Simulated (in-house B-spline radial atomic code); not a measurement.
**W²⁸⁺: excited configurations**

Aim: the energies of several excited configurations of W²⁸⁺ above a reference configuration, each from its own self-consistent run.

The numbers are computed with in-house B-spline radial atomic code version 1 (Dirac-Hartree-Fock, average of configuration, Fermi nucleus, basis-set limit), except any that are marked as measured or tabulated.

**1. The atom as given**

| Property | Result |
| --- | --- |
| element | tungsten (Z = 74) |
| charge | +28 |
| electrons | 46 |
| configuration | [Kr] 4d10 |
| Hamiltonian | Dirac-Coulomb |
| nucleus | Fermi, rms radius 5.366 fm |

The outer shells:

[Kr] 4d10
```
[Kr] core
4d [↑↓][↑↓][↑↓][↑↓][↑↓]
```

Settings, as recorded:

```ini
Z = 74
electrons = 46.0
configuration = [Kr] 4d10
hamiltonian = dirac
method = hf
spin_polarised = False
nucleus = fermi
rms_radius = 5.3658
mass_number = 184
atomic_mass = 183.95093318
speed_of_light = 137.035999084
```

From the earlier run of the reference: total energy -15792.760464 hartree. Levels, eight at most:

```csv
orbital,occupation,energy (eV),<r> (bohr)
3p3/2,4,-3304.56,0.2039
3d3/2,4,-2893.04,0.1785
3d5/2,6,-2828.85,0.1829
4s1/2,2,-1516.61,0.4243
4p1/2,2,-1409.07,0.4246
4p3/2,4,-1326.18,0.4482
4d3/2,4,-1147.09,0.4457
4d5/2,6,-1130.29,0.4530
```

**2. Run with [Ar] 3d9 4s2 4p5 4d10 4f1 5d1**

Settings, as recorded:

```ini
Z = 74
electrons = 46.0
configuration = [Ar] 3d9 4s2 4p5 4d10 4f1 5d1
hamiltonian = dirac
method = hf
spin_polarised = False
nucleus = fermi
rms_radius = 5.3658
mass_number = 184
atomic_mass = 183.95093318
speed_of_light = 137.035999084
```

**3. [Ar] 3d10 4s2 4p4 4d10 6s1 6d1**

Changes to the settings of step 2:

```diff
@@ -2,3 +2,3 @@
 electrons = 46.0
-configuration = [Ar] 3d9 4s2 4p5 4d10 4f1 5d1
+configuration = [Ar] 3d10 4s2 4p4 4d10 6s1 6d1
 hamiltonian = dirac
```

Q: How far above the reference does each configuration lie (order and size, in eV)?

The runs gave:

| net move | configuration | energy above the reference (eV) | with Breit, QED, recoil (eV) | largest <r> (bohr) |
| --- | --- | --- | --- | --- |
| 2×4p → 6d, 6s | [Ar] 3d10 4s2 4p4 4d10 6s1 6d1 | 1832.11 | 1829.46 | 1.35 |
| 3d, 4p → 4f, 5d | [Ar] 3d9 4s2 4p5 4d10 4f1 5d1 | 2636.85 | 2632.75 | 0.860 |

What this shows: The energies run from 1832.11 eV (2×4p → 6d, 6s) to 2636.85 eV (3d, 4p → 4f, 5d). Koopmans' estimate of the ionisation threshold is 1130.29 eV; 2 configurations exceed it by over 2 % and could autoionise. Two partly filled shells share a symmetry and can mix in the average, which may lower the energy, for: 3d, 4p → 4f, 5d. These are averages over configurations, without correlation, not spectroscopic levels.
